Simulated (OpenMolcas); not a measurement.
# Ru²⁺ among point charges: CASSCF and CASPT2 levels and susceptibility

How does a field of 6 point charges split the states of Ru²⁺, and what χT follows?

The numbers are computed with OpenMolcas 26.06 (state-averaged CASSCF and CASPT2, spin-orbit coupling by RASSI with atomic mean-field integrals), except any that are marked as measured or tabulated.

## 1. The system

```
Species                           : Ru²⁺ (ruthenium, Z = 44, 42 electrons)
Basis                             : ANO-RCC-VDZP [6s5p3d1f], 43 functions
Scalar Hamiltonian                : DKH2, point nucleus
Inactive shells                   : 1s 2s 2p 3s 3p 3d 4s 4p
Active space                      : 6 electrons in 5 orbitals (4d)
Some configurations of this space : 4d6
Orbitals                          : optimised for each spin and parity, averaged over all roots
```

Outer shells as boxes (Hund's rule):

4d6
```
4d [↑↓][↑ ][↑ ][↑ ][↑ ]
```

The ion sits among 6 point charges of -0.85 e arranged as an octahedron (Oh), 2.25 Å from the ion.

Each step is its own input file, run in one work folder so that later steps find the files of earlier ones. Labels, J, g values, rates, χT and fits are worked out afterwards by a script from the matrices that RASSI stores. The input lists half of the charges; inversion (Group=XYZ) makes the rest.

## 2. One- and two-electron integrals

File a.inp:

```
&GATEWAY
Coord
1

Ru 0.0 0.0 0.0
Basis=ANO-RCC-VDZP
Group=XYZ
NoMove
AngMom=0.0 0.0 0.0
AMFI
XField
3 Angstrom 0
2.250000 0.000000 0.000000 -0.850000
0.000000 2.250000 0.000000 -0.850000
0.000000 0.000000 2.250000 -0.850000
&SEWARD
```

Launch:

```
$ OMP_NUM_THREADS=1 MOLCAS_MEM=1689 MOLCAS_PROJECT=a pymolcas a.inp > a.log
```

## 3. CASSCF: quintets of even parity, 5 roots

File a.inp:

```
&RASSCF
FileOrb=start.orb
Symmetry=1
Spin=5
nActEl=6 0 0
Inactive=9 9
Ras2=5 0
CIRoot=5 5 1
SDav=5
CIMx=300
Iter=120 100
PrWF=0.3
OrbListing=Nothing
MaxOrb=0
>>> COPY $Project.JobIph JOB001
```

start.orb holds the contracted functions of the basis, ordered by shell, or the orbitals of the step before.

## 4. CASSCF: triplets of even parity, 45 roots

File a.inp:

```
&RASSCF
FileOrb=start.orb
Symmetry=1
Spin=3
nActEl=6 0 0
Inactive=9 9
Ras2=5 0
CIRoot=45 45 1
SDav=45
CIMx=300
Iter=120 100
PrWF=0.3
OrbListing=Nothing
MaxOrb=0
>>> COPY $Project.JobIph JOB002
```

## 5. Reference wave functions, singlets of even parity, 50 roots

File a.inp:

```
&RASSCF
FileOrb=start.orb
Symmetry=1
Spin=1
nActEl=6 0 0
Inactive=9 9
Ras2=5 0
CIRoot=50 50 1
SDav=50
CIMx=300
Iter=120 100
PrWF=0.3
OrbListing=Nothing
MaxOrb=0
>>> COPY $Project.JobIph JOB003
```

## 6. RASSI: spin-orbit coupling between the states

File a.inp:

```
&RASSI
NrOfJobIphs=3 5 45 50
1 2 3 4 5
1 2 3 4 5 6 7 8 9 10 11 12 13 14 15 16 17 18 19 20 21 22 23 24 25 26 27
28 29 30 31 32 33 34 35 36 37 38 39 40 41 42 43 44 45
1 2 3 4 5 6 7 8 9 10 11 12 13 14 15 16 17 18 19 20 21 22 23 24 25 26 27
28 29 30 31 32 33 34 35 36 37 38 39 40 41 42 43 44 45 46 47 48 49 50
IphNames
JOB001
JOB002
JOB003
EJob
SpinOrbit
DIPRint=1.0
SOCoupling=1000.0
Subsets=2
Property=9
'ANGMOM' 1 'ANGMOM' 2 'ANGMOM' 3 'MLTPL  1' 1 'MLTPL  1' 2 'MLTPL  1' 3
'AMFI' 1 'AMFI' 2 'AMFI' 3
SOProperty=3
'ANGMOM' 1 'ANGMOM' 2 'ANGMOM' 3
```

## 7. CASPT2: IPEA 0.25, imaginary shift 0.1 (closed shells correlated: 4s 4p)

File a.inp:

```
>>> COPY JOB001 $Project.JobIph
&CASPT2
Multistate=5 1 2 3 4 5
NoMult
Frozen=8 6
IPEA=0.25
Imaginary=0.1
MaxIter=60
WThr=0.0 0.3 0.05
PrWF=0.5
NoMix
>>> COPY JOB002 $Project.JobIph
&CASPT2
Multistate=45 1 2 3 4 5 6 7 8 9 10 11 12 13 14 15 16 17 18 19 20 21 22
23 24 25 26 27 28 29 30 31 32 33 34 35 36 37 38 39 40 41 42 43 44 45
NoMult
Frozen=8 6
IPEA=0.25
Imaginary=0.1
MaxIter=60
WThr=0.0 0.3 0.05
PrWF=0.5
NoMix
>>> COPY JOB003 $Project.JobIph
&CASPT2
Multistate=50 1 2 3 4 5 6 7 8 9 10 11 12 13 14 15 16 17 18 19 20 21 22
23 24 25 26 27 28 29 30 31 32 33 34 35 36 37 38 39 40 41 42 43 44 45 46
47 48 49 50
NoMult
Frozen=8 6
IPEA=0.25
Imaginary=0.1
MaxIter=60
WThr=0.0 0.3 0.05
PrWF=0.5
NoMix
```

(Steps that only read results are left out.)

What does the calculation give? Wanted: spin-free ground state; first state of the same spin within the active space; lowest level; next level.

The runs gave:

```
                                            quantity                                                                        value
                                              method  SS-CASPT2, IPEA 0.25, imaginary shift 0.1 (closed shells correlated: 4s 4p)
                              spin-free ground state                                              5T2, 3-fold in its orbital part
first state of the same spin within the active space                                                              5E at 4170 cm⁻¹
                                        lowest level                                                                    3-fold T2
                                          next level                                                                   365.5 cm⁻¹
                                         χT at 300 K                                                               4.57 cm³ K/mol
                           effective moment at 300 K                                                                      6.05 μB
```

Cost by method:

```tsv
method	time of its own steps	time with the reference
A. CASSCF	25 s	25 s
B. SS-CASPT2, IPEA 0.25, imaginary shift 0.1, +4s 4p	7.5 s	32 s
```

Times are of one thread on a shared host.

The spin-free ground state (5T2) comes to 100 % from free-ion D terms and keeps the highest spin of the shell. χT at 300 K is 4.57, against 3.01 cm³ K/mol for the spin alone, so orbital moment adds to it. An active space of the d shell alone favours high spin; real ions in strong fields can be low spin. CASPT2 does not keep the components of a term degenerate, and the means are used. The field of point charges can differ much from that of real complexes. With metal d orbitals alone active, the gaps between spin states are rough; where two lie within a few thousand cm-1, their order is open. This is an electrostatic model: the charges have no orbitals.
